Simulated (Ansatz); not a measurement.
# GaH2O2 (SMILES [OH][Ga][OH]) at UB2PLYP/def2-SVPD

What is the vertical ionisation energy of GaH2O2 at UB2PLYP/def2-SVPD? 

The results are computed with Ansatz 0.2.0.

48 further runs of the same task are left out: 48 set aside as unsound or not needed.

## 1. Starting point

The species is GaH2O2 (5 atoms), meant as a doublet with charge 0. As SMILES, `[OH][Ga][OH]`. The coordinates come from a PBE0-D4/def2-TZVP relaxation. This is one conformer, not always the lowest.

Bond lengths: O1–Ga2 1.804 Å, Ga2–O3 1.795 Å, O1–H4 0.960 Å, O3–H5 0.963 Å. Angles: O1–Ga2–O3 114.9°, Ga2–O1–H4 114.9°, Ga2–O3–H5 111.1°.

## 2. A single-point energy at UB2PLYP/def2-SVPD

Contents of input.yaml:

```yaml
crystal:
  periodic: [false, false, false]
  atoms:
    - {symbol: O, position_ang: [-0.370600, 0.021600, -1.274400]}
    - {symbol: Ga, position_ang: [-0.311700, -0.753800, 0.353600]}
    - {symbol: O, position_ang: [0.618200, 0.154900, 1.591100]}
    - {symbol: H, position_ang: [-0.867400, -0.464600, -1.936500]}
    - {symbol: H, position_ang: [0.981500, 0.968200, 1.224700]}
basis:
  gaussian: {orbitals: def2-SVPD}
correlation: {frozen_orbitals: {Ga: 9, H: 0, O: 1}}
magnetization: {spin_polarized: true, initial_magnetization: 1}
hamiltonian: {xc: {name: B2PLYP}}
output: {orbitals: {seedname: orbitals}}
accuracy: high
```

Started as:

```console
$ ansatz run input.yaml --threads 1 --pin off --max-ram 3480MiB --events-out events.jsonl --progress --plain --runs-dir runs
```

Output:

```text
Warning: RAYON_NUM_THREADS=1 ignored (pool sized by the plan → 1); use --threads N
Functional definition: B2PLYP
  name "B2PLYP"
  parameter a = 0.53
  parameter c = 0.27
  exchange = (1 - a)*b88_x + a*exact_x
  correlation = (1 - c)*lyp_c + c*(mp2_os + mp2_ss)
1902 factors; integrals over basis functions are off by at most 4.3e-9 eV
mean field evaluation 1: about -56468.4978 eV, gradient 4.8e1 eV
mean field evaluation 2: about -56468.5256 eV, gradient 4.8e1 eV
mean field evaluation 4: about -56476.9665 eV, gradient 3.3e0 eV
mean field evaluation 8: about -56477.0452 eV, gradient 5.1e-1 eV
mean field evaluation 16: about -56477.0482 eV, gradient 9.7e-4 eV
mean field evaluation 32: about -56465.2133 eV, gradient 1.7e1 eV
mean field -56477.04824108 eV, -2075.4932413415 hartree, gradient 2.9e-8 eV, S^2 0.754222; 0 other end points of the search recorded, 0 dependent functions left out
11 core orbitals not correlated: weight in the atoms' cores, before any rotation towards them, 1.000 or more for the frozen orbitals, at most 0.000 for the correlated occupied ones
reference -56477.04826297 eV, -2075.4932421457 hartree; 14, 13 occupied and 75, 76 virtual orbitals, 1902 factors
second order -20.26488536 eV of doubles, -0.00000000 eV of singles
Total energy: -56482.51978201 eV, -2075.6943167620 hartree
```

It took 8.7 s on 1 thread of Intel Xeon 6975P-C (Granite Rapids), shared host; peak memory 0.47 GiB.

## 3. The singlet cation at the same level

input.yaml: that of step 2 with these lines changed.

```diff
@@ -10,6 +10,6 @@
   gaussian: {orbitals: def2-SVPD}
+accuracy: high
+output: {orbitals: {seedname: orbitals}}
 correlation: {frozen_orbitals: {Ga: 9, H: 0, O: 1}}
-magnetization: {spin_polarized: true, initial_magnetization: 1}
 hamiltonian: {xc: {name: B2PLYP}}
-output: {orbitals: {seedname: orbitals}}
-accuracy: high
+total_charge: 1
```

Started as:

```console
$ ansatz run input.yaml --threads 1 --pin off --max-ram 3480MiB --events-out events.jsonl --progress --plain --runs-dir runs
```

Output (excerpt; [...] marks lines left out):

```text
Warning: RAYON_NUM_THREADS=1 ignored (pool sized by the plan → 1); use --threads N
Functional definition: B2PLYP
  name "B2PLYP"
[...]
1902 factors; integrals over basis functions are off by at most 4.3e-9 eV
[...]
mean field -56467.95126086 eV, -2075.1589334845 hartree, gradient 4.4e-8 eV, S^2 0.000000; 0 other end points of the search recorded, 0 dependent functions left out
11 core orbitals not correlated: weight in the atoms' cores, before any rotation towards them, 1.000 or more for the frozen orbitals, at most 0.000 for the correlated occupied ones
reference -56467.95128402 eV, -2075.1589343357 hartree; 13, 13 occupied and 76, 76 virtual orbitals, 1902 factors
second order -20.62689866 eV of doubles, -0.00000000 eV of singles
Total energy: -56473.52054666 eV, -2075.3636009627 hartree
```

Run time: 6.9 s. Hardware: 1 thread of Intel Xeon 6975P-C (Granite Rapids), shared host; peak memory 0.42 GiB.

## 4. Outcome

At UB2PLYP/def2-SVPD, 11 core orbitals frozen:

```
                                                                quantity           value
                                            doublet GaH2O2: total energy  -2075.69432 Eh
doublet GaH2O2: HOMO energy (SCF part's orbitals) (highest over α and β)        -7.75 eV
 doublet GaH2O2: LUMO energy (SCF part's orbitals) (lowest over α and β)        -2.27 eV
                                                    doublet GaH2O2: ⟨S²⟩           0.754
                                            singlet cation: total energy  -2075.36360 Eh
                       singlet cation: HOMO energy (SCF part's orbitals)       -16.89 eV
                       singlet cation: LUMO energy (SCF part's orbitals)       -10.39 eV
                     singlet cation: HOMO–LUMO gap (SCF part's orbitals)         6.49 eV
                      vertical ionisation energy (to the singlet cation)        8.999 eV
```

What this shows: The vertical ionisation energy comes to 9.00 eV (868 kJ/mol). Only the singlet of the ionised species was computed; a triplet could lie lower.
